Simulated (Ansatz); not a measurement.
# InF (zincblende type): the cost of one run

Computed with Ansatz 0.2.0 (DFT PBEsol, with the methods named in each step, unless a step's input says otherwise).

### Step 1. The starting structure

The structure is cubic, space group F-43m (No. 216). The conventional cell has a = 5.841 Å, b = 5.841 Å, c = 5.841 Å, α = 90.00°, β = 90.00°, γ = 90.00°. In (site symmetry -43m) is surrounded by 4 F at 2.53 Å. F (site symmetry -43m) is surrounded by 4 In at 2.53 Å.

As a file:

```
CELL_PARAMETERS angstrom
0.00000 2.92045 2.92045
2.92045 0.00000 2.92045
2.92045 2.92045 0.00000
ATOMIC_POSITIONS crystal
In 0.00000 0.00000 0.00000
F 0.25000 0.25000 0.25000
```

Whether this phase is the stable one at these pressures isn't tested.

Atoms are numbered in the order of the input: In1, F2.

### Step 2. The reference volume, LAPW

File input.yaml:

```yaml
crystal:
  lattice:
    - [0.0, 2.920450309, 2.920450309]
    - [2.920450309, 0.0, 2.920450309]
    - [2.920450309, 2.920450309, 0.0]
  atoms:
    - { symbol: In, position: [0.0, 0.0, 0.0] }
    - { symbol: F, position: [0.25, 0.25, 0.25] }
kpoints:
  mp_grid: { grid: [14, 14, 14] }
  band_path:
    path:
      - [0.0, 0.0, 0.0]
      - [-0.5, -0.5, 0.0]
      - [-0.375, -0.375, 0.25]
      - [-0.375, 0.0, 0.375]
      - [0.0, 0.0, 0.0]
      - [0.0, 0.0, 0.5]
      - [-0.5, -0.25, 0.25]
      - [-0.5, -0.5, 0.0]
    npoints: 14
scf:
  occupations: { method: fermi_dirac, width: 0.08 }
hamiltonian:
  xc: pbesol
  pseudopotentials: { kind: all_electron, lapw: { basis_error: 0.001 } }
output:
  forces: true
  stress: true
  eigenvalues: true
  populations: true
  dos: { projected: true, de: 0.2, e_range: [-14, 8] }
```

The run is started by

```
ansatz run input.yaml --threads 1 --pin off --max-ram 2048MiB --backend cpu --events-out ev --progress --plain --runs-dir out
```

What time and memory should one allow on 1 thread of Arm Neoverse V1, shared host?

About 52 s, with a peak of 0.41 GiB.
